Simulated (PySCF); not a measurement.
# A gas-phase reaction: FGeH3O + Br2 → BrFGeH2O + BrH

Aim: the reaction energy of `[OH][GeH2][F]` + `BrBr` → `[OH][GeH]([F])[Br]` + `Br`.

Programs: PySCF 2.14.0. All values are calculated, for the isolated system unless a continuum is named. Atoms count from 0, parts from 1.

### Step 1. The system as given

Each species was relaxed by itself at PBE0-D3(BJ)/def2-SVPD.

### Step 2. Energies of the species: wB97M-D3(BJ)/def2-TZVPD

The job: settings as JSON, then the geometry in Å.

```
{"job": {"kind": "react", "xc": "wB97M-D3(BJ)", "basis": "def2-TZVPD"}, "charge": 0, "multiplicity": 1}
-1 FGeH3O charge 0 multiplicity 1
O      1.391680    -0.206360    -0.304630
Ge    -0.360920    -0.150690    -0.064730
F     -0.879870     1.504830    -0.339090
H      1.908210     0.286170     0.339890
H     -0.753640    -0.451220     1.386390
H     -0.964370    -1.011540    -1.169680

-1 Br2 charge 0 multiplicity 1
Br     1.150490     0.014460     0.003000
Br    -1.150670    -0.012770    -0.014880

+1 BrFGeH2O charge 0 multiplicity 1
O      1.422780    -0.121850     0.274130
Ge    -0.331640    -0.129450     0.218270
F     -0.826470    -1.019650    -1.196310
Br    -1.158780     1.981120    -0.091600
H      1.855730     0.370350    -0.431240
H     -0.865310    -0.823790     1.460850

+1 BrH charge 0 multiplicity 1
Br     0.714940     0.015750     0.009090
H     -0.708420    -0.012310    -0.009470
```

Method: wB97M-D3(BJ)/def2-TZVPD reaction energy of separated species, gas phase.

Command:

```
OMP_NUM_THREADS=1 python cluster_run.py task.json out
```

This one command runs all jobs of the session in turn.

Standard output:

```text
species 1 (FGeH3O)
coarse grid: 25312 points
cycle   1  E = -2253.8959237081  dE = -5.367e-01  |g| = 1.059e+00  |ddm| = 1.819e+00
cycle   2  E = -2253.8316900063  dE =  6.423e-02  |g| = 1.326e+00  |ddm| = 1.195e+00
cycle   3  E = -2254.0615319375  dE = -2.298e-01  |g| = 5.158e-02  |ddm| = 6.077e-01
cycle   4  E = -2254.0618784769  dE = -3.465e-04  |g| = 3.180e-02  |ddm| = 4.951e-02
cycle   5  E = -2254.0619972472  dE = -1.188e-04  |g| = 5.286e-03  |ddm| = 1.900e-02
cycle   6  E = -2254.0620039496  dE = -6.702e-06  |g| = 8.171e-04  |ddm| = 6.808e-03
final grid: 51968 points
cycle   7  E = -2254.0619557312  dE = -4.612e-07  |g| = 5.393e-04  |ddm| = 1.968e-03
cycle   8  E = -2254.0619557662  dE = -3.507e-08  |g| = 5.596e-04  |ddm| = 6.614e-04
cycle   9  E = -2254.0619558133  dE = -4.703e-08  |g| = 7.934e-05  |ddm| = 2.819e-04
cycle  10  E = -2254.0619558172  dE = -3.963e-09  |g| = 3.225e-05  |ddm| = 1.415e-04
cycle  11  E = -2254.0619558176  dE = -3.733e-10  |g| = 1.123e-05  |ddm| = 4.470e-05
converged SCF energy = -2254.0619558176

species 2 (Br2)
coarse grid: 14664 points
cycle   1  E = -5148.2886932699  dE = -2.032e+00  |g| = 4.158e-01  |ddm| = 1.565e+00
cycle   2  E = -5148.3001184224  dE = -1.143e-02  |g| = 2.962e-01  |ddm| = 3.425e-01
cycle   3  E = -5148.3083622579  dE = -8.244e-03  |g| = 9.005e-03  |ddm| = 1.528e-01
cycle   4  E = -5148.3084068121  dE = -4.455e-05  |g| = 2.023e-03  |ddm| = 1.256e-02
cycle   5  E = -5148.3084103847  dE = -3.573e-06  |g| = 6.167e-04  |ddm| = 4.103e-03
final grid: 26152 points
cycle   6  E = -5148.3084022823  dE = -1.105e-07  |g| = 3.659e-04  |ddm| = 8.847e-04
cycle   7  E = -5148.3084023060  dE = -2.363e-08  |g| = 2.411e-04  |ddm| = 4.760e-04
cycle   8  E = -5148.3084023202  dE = -1.418e-08  |g| = 2.160e-05  |ddm| = 1.721e-04
cycle   9  E = -5148.3084023204  dE = -2.392e-10  |g| = 1.096e-05  |ddm| = 2.976e-05
converged SCF energy = -5148.3084023204

species 3 (BrFGeH2O)
coarse grid: 30176 points
cycle   1  E = -4827.4942274239  dE = -1.359e+00  |g| = 1.103e+00  |ddm| = 2.045e+00
cycle   2  E = -4827.4368700165  dE =  5.736e-02  |g| = 1.359e+00  |ddm| = 1.298e+00
cycle   3  E = -4827.6752089845  dE = -2.383e-01  |g| = 6.829e-02  |ddm| = 6.713e-01
cycle   4  E = -4827.6759541899  dE = -7.452e-04  |g| = 3.306e-02  |ddm| = 6.636e-02
cycle   5  E = -4827.6761228925  dE = -1.687e-04  |g| = 9.195e-03  |ddm| = 2.250e-02
cycle   6  E = -4827.6761383466  dE = -1.545e-05  |g| = 1.738e-03  |ddm| = 9.236e-03
cycle   7  E = -4827.6761400171  dE = -1.670e-06  |g| = 7.194e-04  |ddm| = 3.667e-03
final grid: 59672 points
cycle   8  E = -4827.6761425883  dE = -2.817e-07  |g| = 7.696e-04  |ddm| = 2.158e-03
cycle   9  E = -4827.6761425791  dE =  9.222e-09  |g| = 9.302e-04  |ddm| = 8.312e-04
cycle  10  E = -4827.6761426982  dE = -1.191e-07  |g| = 6.314e-05  |ddm| = 4.086e-04
cycle  11  E = -4827.6761427006  dE = -2.409e-09  |g| = 3.149e-05  |ddm| = 1.069e-04
cycle  12  E = -4827.6761427013  dE = -6.885e-10  |g| = 1.333e-05  |ddm| = 7.393e-05
converged SCF energy = -4827.6761427013

species 4 (BrH)
coarse grid: 9808 points
cycle   1  E = -2574.7444815368  dE = -1.115e+00  |g| = 2.814e-01  |ddm| = 9.887e-01
cycle   2  E = -2574.7574487821  dE = -1.297e-02  |g| = 1.487e-01  |ddm| = 2.655e-01
cycle   3  E = -2574.7608846384  dE = -3.436e-03  |g| = 8.657e-03  |ddm| = 8.708e-02
cycle   4  E = -2574.7609220042  dE = -3.737e-05  |g| = 2.523e-03  |ddm| = 1.268e-02
cycle   5  E = -2574.7609264349  dE = -4.431e-06  |g| = 6.497e-04  |ddm| = 4.934e-03
final grid: 18448 points
cycle   6  E = -2574.7609109989  dE = -1.921e-07  |g| = 3.887e-04  |ddm| = 9.253e-04
cycle   7  E = -2574.7609110266  dE = -2.761e-08  |g| = 2.732e-04  |ddm| = 3.939e-04
cycle   8  E = -2574.7609110336  dE = -7.077e-09  |g| = 3.377e-05  |ddm| = 1.360e-04
cycle   9  E = -2574.7609110347  dE = -1.038e-09  |g| = 1.120e-05  |ddm| = 6.287e-05
cycle  10  E = -2574.7609110347  dE = -4.457e-11  |g| = 1.706e-06  |ddm| = 1.294e-05
converged SCF energy = -2574.7609110347

Reaction energy = -42.225 kcal/mol
```

Wall time 45 s (1 thread of Arm Neoverse N1, shared host); peak memory 0.73 GiB.

Species by species (with the dispersion term, which the log's SCF energies lack):

```csv
ν,species,energy (Eh),HOMO (eV)
-1,[OH][GeH2][F],-2254.06564,-11.80
-1,BrBr,-5148.30959,-10.44
+1,[OH][GeH]([F])[Br],-4827.68105,-11.30
+1,Br,-2574.76148,-11.15
```

### Step 3. Reaction energy: PBE0-D3(BJ)/def2-TZVPD

The job, as its differences from that of step 2:

```diff
@@ -1,2 +1,2 @@
-{"job": {"kind": "react", "xc": "wB97M-D3(BJ)", "basis": "def2-TZVPD"}, "charge": 0, "multiplicity": 1}
+{"job": {"kind": "react", "xc": "PBE0", "basis": "def2-TZVPD", "disp": "d3bj"}, "charge": 0, "multiplicity": 1}
 -1 FGeH3O charge 0 multiplicity 1
```

Method: PBE0-D3(BJ)/def2-TZVPD reaction energy of separated species, gas phase.

Standard output:

```text
species 1 (FGeH3O)
coarse grid: 25312 points
cycle   1  E = -2253.3935431760  dE = -4.238e-01  |g| = 1.134e+00  |ddm| = 1.838e+00
cycle   2  E = -2252.9934897278  dE =  4.001e-01  |g| = 1.934e+00  |ddm| = 1.574e+00
cycle   3  E = -2253.5703306169  dE = -5.768e-01  |g| = 1.556e-01  |ddm| = 1.047e+00
cycle   4  E = -2253.5734108942  dE = -3.080e-03  |g| = 5.914e-02  |ddm| = 1.138e-01
cycle   5  E = -2253.5737539439  dE = -3.430e-04  |g| = 1.715e-02  |ddm| = 3.231e-02
cycle   6  E = -2253.5737940283  dE = -4.008e-05  |g| = 5.755e-03  |ddm| = 1.036e-02
cycle   7  E = -2253.5737998419  dE = -5.814e-06  |g| = 5.862e-04  |ddm| = 3.284e-03
final grid: 51968 points
cycle   8  E = -2253.5738375350  dE = -9.173e-08  |g| = 6.567e-04  |ddm| = 1.228e-03
cycle   9  E = -2253.5738374693  dE =  6.566e-08  |g| = 9.298e-04  |ddm| = 7.982e-04
cycle  10  E = -2253.5738375972  dE = -1.278e-07  |g| = 1.090e-04  |ddm| = 4.659e-04
cycle  11  E = -2253.5738375989  dE = -1.709e-09  |g| = 2.045e-05  |ddm| = 6.680e-05
cycle  12  E = -2253.5738375989  dE = -3.911e-11  |g| = 3.513e-06  |ddm| = 1.161e-05
converged SCF energy = -2253.5738375989

species 2 (Br2)
coarse grid: 14664 points
cycle   1  E = -5147.6955181800  dE = -1.992e+00  |g| = 4.158e-01  |ddm| = 1.609e+00
cycle   2  E = -5147.7001492862  dE = -4.631e-03  |g| = 3.188e-01  |ddm| = 3.040e-01
cycle   3  E = -5147.7078036498  dE = -7.654e-03  |g| = 2.250e-02  |ddm| = 1.633e-01
cycle   4  E = -5147.7079147276  dE = -1.111e-04  |g| = 7.934e-03  |ddm| = 2.329e-02
cycle   5  E = -5147.7079310151  dE = -1.629e-05  |g| = 5.812e-04  |ddm| = 6.034e-03
cycle   6  E = -5147.7079310738  dE = -5.875e-08  |g| = 9.434e-05  |ddm| = 7.038e-04
final grid: 26152 points
cycle   7  E = -5147.7079422240  dE = -3.395e-09  |g| = 8.875e-05  |ddm| = 2.120e-04
cycle   8  E = -5147.7079422242  dE = -2.638e-10  |g| = 7.658e-05  |ddm| = 1.003e-04
cycle   9  E = -5147.7079422247  dE = -4.202e-10  |g| = 2.388e-06  |ddm| = 3.920e-05
converged SCF energy = -5147.7079422247

species 3 (BrFGeH2O)
coarse grid: 30176 points
cycle   1  E = -4826.7000672151  dE = -1.268e+00  |g| = 1.174e+00  |ddm| = 2.093e+00
cycle   2  E = -4826.2993140604  dE =  4.008e-01  |g| = 1.968e+00  |ddm| = 1.715e+00
cycle   3  E = -4826.8839796371  dE = -5.847e-01  |g| = 1.779e-01  |ddm| = 1.180e+00
cycle   4  E = -4826.8886494010  dE = -4.670e-03  |g| = 7.120e-02  |ddm| = 1.492e-01
cycle   5  E = -4826.8892540539  dE = -6.047e-04  |g| = 1.854e-02  |ddm| = 4.492e-02
cycle   6  E = -4826.8892890696  dE = -3.502e-05  |g| = 8.467e-03  |ddm| = 1.346e-02
cycle   7  E = -4826.8893008841  dE = -1.181e-05  |g| = 1.165e-03  |ddm| = 4.628e-03
cycle   8  E = -4826.8893011120  dE = -2.279e-07  |g| = 4.213e-04  |ddm| = 1.211e-03
final grid: 59672 points
cycle   9  E = -4826.8893798434  dE = -1.408e-07  |g| = 5.280e-04  |ddm| = 1.784e-03
cycle  10  E = -4826.8893798040  dE =  3.934e-08  |g| = 6.935e-04  |ddm| = 1.022e-03
cycle  11  E = -4826.8893799117  dE = -1.077e-07  |g| = 6.053e-05  |ddm| = 5.570e-04
cycle  12  E = -4826.8893799121  dE = -3.583e-10  |g| = 1.083e-05  |ddm| = 3.578e-05
converged SCF energy = -4826.8893799121

species 4 (BrH)
coarse grid: 9808 points
cycle   1  E = -2574.4494533862  dE = -1.081e+00  |g| = 2.724e-01  |ddm| = 1.042e+00
cycle   2  E = -2574.4540916718  dE = -4.638e-03  |g| = 1.699e-01  |ddm| = 2.601e-01
cycle   3  E = -2574.4588662105  dE = -4.775e-03  |g| = 3.007e-02  |ddm| = 1.194e-01
cycle   4  E = -2574.4590977099  dE = -2.315e-04  |g| = 4.156e-03  |ddm| = 2.212e-02
cycle   5  E = -2574.4591017125  dE = -4.003e-06  |g| = 1.311e-03  |ddm| = 4.270e-03
final grid: 18448 points
cycle   6  E = -2574.4591027671  dE = -7.033e-08  |g| = 1.375e-03  |ddm| = 2.024e-03
cycle   7  E = -2574.4591027815  dE = -1.433e-08  |g| = 1.399e-03  |ddm| = 1.791e-03
cycle   8  E = -2574.4591030024  dE = -2.209e-07  |g| = 5.149e-05  |ddm| = 8.398e-04
cycle   9  E = -2574.4591030031  dE = -6.662e-10  |g| = 1.027e-05  |ddm| = 4.414e-05
converged SCF energy = -2574.4591030031

Reaction energy = -42.281 kcal/mol
```

Wall time 26 s (1 thread of Arm Neoverse N1, shared host); peak memory 0.67 GiB.

Reaction energy at this level: -42.28 kcal/mol.

### Step 4. Comparing the runs

Energies in kcal/mol, with wall time:

```csv
run,reaction,time
wB97M-D3(BJ)/def2-TZVPD,-42.23,45 s
PBE0-D3(BJ)/def2-TZVPD,-42.28,26 s
```

### Step 5. Results

| quantity | value |
| --- | --- |
| reaction energy (wB97M-D3(BJ)/def2-TZVPD) | -42.23 kcal/mol |
| ΔH, ΔG at 298 K (xTB thermal terms) | -42.6, -42.5 kcal/mol |
| range of the reaction energy over the runs of this table | -42.28 to -42.23 kcal/mol |

In words: The reaction is exothermic by 42.6 kcal/mol in the gas phase; dispersion gives -0.37, and xTB itself gave -28.24 for the electronic energy (xTB energies and thermal terms come from the earlier relaxation of each species, not shown). No barrier was sought. xTB and this level differ widely in the electronic energy, so what comes from xTB (the thermal terms above all) is less safe here. The reaction energy runs from -42.28 (PBE0-D3(BJ)/def2-TZVPD) to -42.23 kcal/mol (wB97M-D3(BJ)/def2-TZVPD).
